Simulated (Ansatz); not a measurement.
# Ni: a tetragonal deformation path

One table from this session's results is given with a row withheld; the runs are named, their logs left out.

Method: DFT PBEsol, scalar-relativistic, plane waves, PAW, in Ansatz 0.2.0.

1 further run of the same task is left out (set aside as unsound or not needed).

## The starting structure

The structure is cubic, space group Im-3m (No. 229). Conventional cell: a = 2.767 Å, b = 2.767 Å, c = 2.767 Å, α = 90.00°, β = 90.00°, γ = 90.00°. Around Ni (site symmetry m-3m) lie 8 Ni at 2.40 Å.

As a file:

```cif
data_structure
_symmetry_space_group_name_H-M 'Im-3m'
_symmetry_Int_Tables_number 229
_cell_length_a 2.7674
_cell_length_b 2.7674
_cell_length_c 2.7674
_cell_angle_alpha 90.000
_cell_angle_beta 90.000
_cell_angle_gamma 90.000
_cell_volume 21.19
loop_
_atom_site_label
_atom_site_type_symbol
_atom_site_symmetry_multiplicity
_atom_site_Wyckoff_symbol
_atom_site_fract_x
_atom_site_fract_y
_atom_site_fract_z
_atom_site_occupancy
Ni1 Ni 2 a 0.00000 0.00000 0.00000 1
```

Source of the structure: the Materials Project (structure only).

The first run:

(A quick probe on a coarse mesh, which set the mesh and smearing, is not shown.)

Contents of input.yaml:

```yaml
crystal:
  lattice:
    - [-1.38371547, 1.38371547, 1.38371547]
    - [1.38371547, -1.38371547, 1.38371547]
    - [1.38371547, 1.38371547, -1.38371547]
  atoms:
    - { symbol: Ni, position: [0.0, 0.0, 0.0], spin: 0.5 }
basis:
  ecutwfc: 420
kpoints:
  mp_grid: { grid: [22, 22, 22] }
hamiltonian:
  xc: pbesol
scf:
  occupations: { method: gaussian, width: 0.1 }
output:
  forces: true
  stress: true
  eigenvalues: true
  populations: true
  write_density: true
  write_potential: true
  elf: true
  volumetric_format: npy
magnetization:
  spin_polarized: true
relax:
  adjacent_minimum: "off"
  f_tol: 0.005
  max_steps: 80
  cell: { stress_tol: 0.05 }
```

Started as:

```
> ansatz run input.yaml --threads 1 --pin off --max-ram 2560MiB --backend cpu --events-out ev --progress --plain --runs-dir out
```

Steps of the session up to this table: The relaxation; The reference: the undisturbed cell on the scan's mesh; Point ρ = 0.707; ρ = 1.414; ρ = 0.850; At ρ = 1.200; ρ = 0.780.

One table of the session follows, with a row left open; its other results are not shown here.

It belongs to the step «The scan collected». Collected from the runs (energy zero: the undisturbed cell):

```
    ρ  ΔE (meV/atom)  pressure (GPa)  moment (μB/cell)
0.707          207.6            11.5              0.60
0.780              ?               ?                 ?
0.850          -17.0             1.0              0.58
1.000            0.0             0.2              0.52
1.200          -54.0            -0.4              0.60
1.414         -106.5            -1.5              0.63
```

Estimate the missing values for ρ = 0.780.

Worked estimate for «ΔE (meV/atom)». A straight line through the neighbours (0.707, 207.6) and (0.850, -17.0) gives 207.6 + (-17.0 − 207.6) × (0.780 − 0.707) / (0.850 − 0.707) = 92.9; a parabola fitted to 3 rows on both sides gives 63.6.

**Answer.** ΔE (meV/atom): 28.3; pressure (GPa): 3.8; moment (μB/cell): 0.59. In «ΔE (meV/atom)» the line misses by +64.6 and the parabola by +35.3.
